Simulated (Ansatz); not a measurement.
# GeH₈OSi₂: how energies converge with the basis set

One table from this session's results is given with a row withheld; the runs are named, their logs left out.

The runs use Ansatz 0.2.0, Gaussian basis; one geometry, several basis sets.

Levels to be run: PBE0-D4/def2-SVP; ωB97M-V/def2-SVP; PBE0-D4/def2-QZVPP; ωB97M-V/def2-QZVPP; the functionals' def2-TZVPP values are taken from earlier runs.

## The relaxed structure

The geometry comes from an earlier relaxation with PBE0-D4 in a triple-zeta def2 set; it is a stationary point, not always the lowest conformer.

SMILES `[OH][GeH]([SiH3])[SiH3]`, 12 atoms, charge 0, spin multiplicity 1.

Atoms are counted from 1 here; the program's logs count them from 0.

Bond lengths: O1–Ge2 1.799 Å, O1–H5 0.960 Å, Ge2–Si3 2.382 Å, Ge2–Si4 2.393 Å, Ge2–H6 1.550 Å, Si3–H7 1.488 Å, Si3–H8 1.486 Å, Si3–H9 1.485 Å, Si4–H10 1.489 Å, Si4–H11 1.486 Å, Si4–H12 1.488 Å. Angles: Ge2–O1–H5 112.2°, O1–Ge2–Si3 104.2°, O1–Ge2–Si4 109.3°, O1–Ge2–H6 108.5°, Si3–Ge2–Si4 113.9°, Si3–Ge2–H6 111.2°, Si4–Ge2–H6 109.4°, Ge2–Si3–H7 108.5°, Ge2–Si3–H8 109.7°, Ge2–Si3–H9 110.8°, H7–Si3–H8 108.9°, H7–Si3–H9 109.2°, H8–Si3–H9 109.6°, Ge2–Si4–H10 110.0°, Ge2–Si4–H11 110.1°, Ge2–Si4–H12 110.0°, H10–Si4–H11 108.8°, H10–Si4–H12 108.8° and more.

Set-up of the first run:

in.yaml

```yaml
crystal:
  periodic: [false, false, false]
  atoms:
    - {symbol: O, position_ang: [-1.624463, 1.395423, -0.204011]}
    - {symbol: Ge, position_ang: [0.003233, 0.714583, 0.146803]}
    - {symbol: Si, position_ang: [-0.368119, -0.790432, 1.954952]}
    - {symbol: Si, position_ang: [0.865820, -0.332731, -1.823893]}
    - {symbol: H, position_ang: [-1.592401, 2.090046, -0.865655]}
    - {symbol: H, position_ang: [0.942310, 1.873927, 0.567754]}
    - {symbol: H, position_ang: [0.932052, -1.408244, 2.330864]}
    - {symbol: H, position_ang: [-1.306022, -1.861223, 1.530093]}
    - {symbol: H, position_ang: [-0.927194, -0.074015, 3.130045]}
    - {symbol: H, position_ang: [0.867370, 0.633804, -2.955972]}
    - {symbol: H, position_ang: [0.024503, -1.501428, -2.192038]}
    - {symbol: H, position_ang: [2.259913, -0.794513, -1.584942]}
basis:
  gaussian: {orbitals: def2-SVP}
hamiltonian: {xc: pbe0, dispersion: d4}
output: {orbitals: {seedname: orbitals}}
```

Command:

```console
> ansatz run in.yaml --threads 4 --pin off --events-out ev --progress --plain --max-ram 10444MiB
```

Among the steps run: PBE0-D4 in def2-SVP; ωB97M-V in def2-SVP; PBE0-D4 in def2-QZVPP; ωB97M-V in def2-QZVPP.

One table of the session follows, with a row left open; its other results are not shown here.

| functional | basis | HOMO (eV) |
| --- | --- | --- |
| PBE0-D4 | def2-SVP | -7.52 |
| PBE0-D4 | def2-TZVPP | -7.58 |
| PBE0-D4 | def2-QZVPP | -7.60 |
| ωB97M-V | def2-SVP | -9.51 |
| ωB97M-V | def2-TZVPP | -9.59 |
| ωB97M-V | def2-QZVPP | ? |

**Question.** Estimate the row for ωB97M-V, def2-QZVPP.

As computed: HOMO (eV): -9.61. In the column «HOMO (eV)» it is the lowest.
